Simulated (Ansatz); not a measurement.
**C3H12N2Si: one species, many methods**

An exercise on one series of results from a longer session: the logs are not shown, and one member is left open.

Computed with Ansatz 0.2.0, Gaussian basis. Level: functionals in def2-TZVPP, the program's frozen cores in correlated methods.

The runs, in order: LDA (SPW92), PBE-D4, revPBE-D4, BLYP-D4, r2SCAN-D4, B97M-V, PBE0-D4, B3LYP-D4, r2SCANh-D4, r2SCAN0-D4, HSE06-D4, BHLYP-D4, CAM-B3LYP-D4, LC-ωPBE, ωB97X-V, ωB97M-V, B2PLYP, PBE-QIDH; CCSD(T)/def2-SVP; CCSD(T)/def2-TZVPP; MP2/def2-QZVPP; extrapolation to the limit; RPA on PBE.

## Structure used throughout

All runs share one geometry, relaxed beforehand with PBE0-D4 in a triple-zeta def2 set.

SMILES `C[Si](C)(C)NN`, 18 atoms, charge 0, spin multiplicity 1.

Atoms are counted from 1 here; the program's logs count them from 0.

Bond lengths: C1–Si2 1.877 Å, C1–H7 1.094 Å, C1–H8 1.094 Å, C1–H9 1.093 Å, Si2–C3 1.869 Å, Si2–C4 1.872 Å, Si2–N5 1.728 Å, C3–H10 1.093 Å, C3–H11 1.093 Å, C3–H12 1.093 Å, C4–H13 1.093 Å, C4–H14 1.094 Å, C4–H15 1.094 Å, N5–N6 1.410 Å, N5–H16 1.006 Å, N6–H17 1.013 Å, N6–H18 1.014 Å. Angles: Si2–C1–H7 111.5°, Si2–C1–H8 111.1°, Si2–C1–H9 111.2°, H7–C1–H8 107.0°, H7–C1–H9 107.8°, H8–C1–H9 108.0°, C1–Si2–C3 110.5°, C1–Si2–C4 107.9°, C1–Si2–N5 111.6°, C3–Si2–C4 111.4°, C3–Si2–N5 106.1°, C4–Si2–N5 109.3°, Si2–C3–H10 111.2°, Si2–C3–H11 110.7°, Si2–C3–H12 111.4°, H10–C3–H11 107.8°, H10–C3–H12 108.2°, H11–C3–H12 107.5° and more.

Set-up of the first run:

in.yaml

```yaml
crystal:
  periodic: [false, false, false]
  atoms:
    - {symbol: C, position_ang: [-0.851994, -1.634802, 0.001968]}
    - {symbol: Si, position_ang: [0.226244, -0.099848, -0.061125]}
    - {symbol: C, position_ang: [2.032689, -0.565469, 0.050918]}
    - {symbol: C, position_ang: [-0.149965, 0.803286, -1.657531]}
    - {symbol: N, position_ang: [-0.081442, 0.950799, 1.275916]}
    - {symbol: N, position_ang: [-1.348142, 1.487489, 1.582977]}
    - {symbol: H, position_ang: [-1.915792, -1.378609, 0.006622]}
    - {symbol: H, position_ang: [-0.679731, -2.272775, -0.869735]}
    - {symbol: H, position_ang: [-0.646332, -2.225535, 0.898435]}
    - {symbol: H, position_ang: [2.672293, 0.319154, 0.000444]}
    - {symbol: H, position_ang: [2.312269, -1.227372, -0.772979]}
    - {symbol: H, position_ang: [2.251096, -1.091504, 0.984159]}
    - {symbol: H, position_ang: [0.492798, 1.679465, -1.772752]}
    - {symbol: H, position_ang: [-1.189447, 1.143063, -1.685261]}
    - {symbol: H, position_ang: [0.000780, 0.152793, -2.523570]}
    - {symbol: H, position_ang: [0.536382, 1.006226, 2.067768]}
    - {symbol: H, position_ang: [-1.600588, 2.187755, 0.896273]}
    - {symbol: H, position_ang: [-2.061118, 0.765905, 1.577483]}
basis:
  gaussian: {orbitals: def2-TZVPP}
hamiltonian: {xc: lda}
output: {orbitals: {seedname: orbitals}}
```

Command:

```
$ ansatz run in.yaml --threads 2 --pin off --events-out ev --progress --plain --max-ram 22528MiB --backend cuda --devices 0, --max-vram 18GiB
```

Among the steps run: LDA; PBE-D4 (GGA); revPBE-D4 (GGA); BLYP-D4 (GGA); r2SCAN-D4 (meta-GGA); B97M-V (meta-GGA); PBE0-D4 (hybrid); B3LYP-D4 (hybrid); r2SCANh-D4 (hybrid); r2SCAN0-D4 (hybrid); HSE06-D4 (hybrid); BHLYP-D4 (hybrid); CAM-B3LYP-D4 (range-separated); LC-ωPBE (range-separated); ωB97X-V (range-separated); ωB97M-V (range-separated); B2PLYP (double hybrid); PBE-QIDH (double hybrid).

One of the session's tables, all rows but one given; the rest of the session is left out.

It belongs to the step «Orbital energies across the functionals». 

| functional | HOMO (eV) | LUMO (eV) | gap (eV) |
| --- | --- | --- | --- |
| LDA (SPW92) | ? | ? | ? |
| PBE-D4 | -5.18 | -0.05 | 5.14 |
| revPBE-D4 | -5.12 | 0.05 | 5.17 |
| BLYP-D4 | -5.09 | -0.05 | 5.04 |
| r2SCAN-D4 | -5.45 | 0.67 | 6.12 |
| B97M-V | -5.57 | 0.09 | 5.65 |
| PBE0-D4 | -6.58 | 0.74 | 7.32 |
| B3LYP-D4 | -6.37 | 0.40 | 6.78 |
| r2SCANh-D4 | -5.98 | 0.89 | 6.87 |
| r2SCAN0-D4 | -6.77 | 1.21 | 7.98 |
| HSE06-D4 | -6.17 | 0.37 | 6.54 |
| BHLYP-D4 | -7.93 | 1.30 | 9.24 |
| CAM-B3LYP-D4 | -8.03 | 1.47 | 9.50 |
| LC-ωPBE | -9.38 | 2.77 | 12.16 |
| ωB97X-V | -9.04 | 2.53 | 11.57 |
| ωB97M-V | -8.96 | 2.09 | 11.05 |

Estimate the missing values for LDA (SPW92).

**Answer.** HOMO (eV): -5.32; LUMO (eV): -0.22; gap (eV): 5.11. In the column «HOMO (eV)» it lies between r2SCAN-D4 (-5.45) and PBE-D4 (-5.18).
